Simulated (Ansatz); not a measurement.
# CH₂BFO (SMILES FB1CO1): single points off equilibrium

The task here is to estimate one member of a computed series from the others.

The runs use Ansatz 0.2.0, Gaussian basis; single points in def2-TZVPP.

Cores are frozen in the correlated methods. B3LYP uses VWN-RPA correlation.

## The system as given

SMILES `FB1CO1`, 6 atoms, charge 0, spin multiplicity 1.

Atoms are counted from 1 here; the program's logs count them from 0.

Bond lengths: F1–B2 1.284 Å, B2–C3 1.529 Å, B2–O4 1.294 Å, C3–O4 1.518 Å, C3–H5 1.035 Å, C3–H6 1.081 Å. Angles: F1–B2–C3 154.5°, F1–B2–O4 141.0°, C3–B2–O4 64.4°, B2–C3–O4 50.3°, B2–C3–H5 121.3°, B2–C3–H6 125.5°, O4–C3–H5 107.9°, O4–C3–H6 113.0°, H5–C3–H6 113.2°, B2–O4–C3 65.3°.

As a file:

```mol
CH2BFO
  3D, bonds by distance, orders not assigned

  6  6  0  0  0  0  0  0  0  0999 V2000
   -0.8135   -1.9247    0.4294 F   0  0
   -0.4227   -0.7681    0.0317 B   0  0
    0.3944    0.5204    0.1258 C   0  0
   -0.6521    0.1074   -0.8935 O   0  0
    1.2980    0.6211   -0.3679 H   0  0
    0.1141    1.4019    0.6857 H   0  0
  1  2  8  0
  2  3  8  0
  2  4  8  0
  3  4  8  0
  3  5  8  0
  3  6  8  0
M  END
```

Set-up of the first run:

File run/in.yaml:

```yaml
crystal:
  periodic: [false, false, false]
  atoms:
    - {symbol: F, position_ang: [-0.813500, -1.924700, 0.429400]}
    - {symbol: B, position_ang: [-0.422700, -0.768100, 0.031700]}
    - {symbol: C, position_ang: [0.394400, 0.520400, 0.125800]}
    - {symbol: O, position_ang: [-0.652100, 0.107400, -0.893500]}
    - {symbol: H, position_ang: [1.298000, 0.621100, -0.367900]}
    - {symbol: H, position_ang: [0.114100, 1.401900, 0.685700]}
basis:
  gaussian: {orbitals: def2-TZVPP}
correlation: {method: ccsd_t}
output: {forces: true}
```

The command line of these runs was not kept.

Steps of the session up to this table: CCSD(T)/def2-TZVPP; PBE0-D4/def2-TZVPP; wB97M-V/def2-TZVPP; r2SCAN-D4/def2-TZVPP; PBE-D4/def2-TZVPP; B3LYP-D4/def2-TZVPP; wB97X-V/def2-TZVPP.

One of the session's tables, all rows but one given; the rest of the session is left out.

| method | RMS force component (eV/Å) | angle to CCSD(T) forces (°) | dipole (D) |
| --- | --- | --- | --- |
| CCSD(T) | 0.980 | reference | 1.34 |
| PBE0-D4 | 0.915 | 14.6 | 1.33 |
| wB97M-V | 0.912 | 10.7 | 1.35 |
| r2SCAN-D4 | 0.982 | 6.7 | 1.27 |
| PBE-D4 | 1.128 | 5.5 | 1.20 |
| B3LYP-D4 | 0.927 | 8.0 | 1.37 |
| wB97X-V | ? | ? | ? |

**Question.** Estimate the row for wB97X-V.

**Answer.** RMS force component (eV/Å): 0.978; angle to CCSD(T) forces (°): 11.4; dipole (D): 1.38. In the column «RMS force component (eV/Å)» it lies between B3LYP-D4 (0.927) and CCSD(T) (0.980).
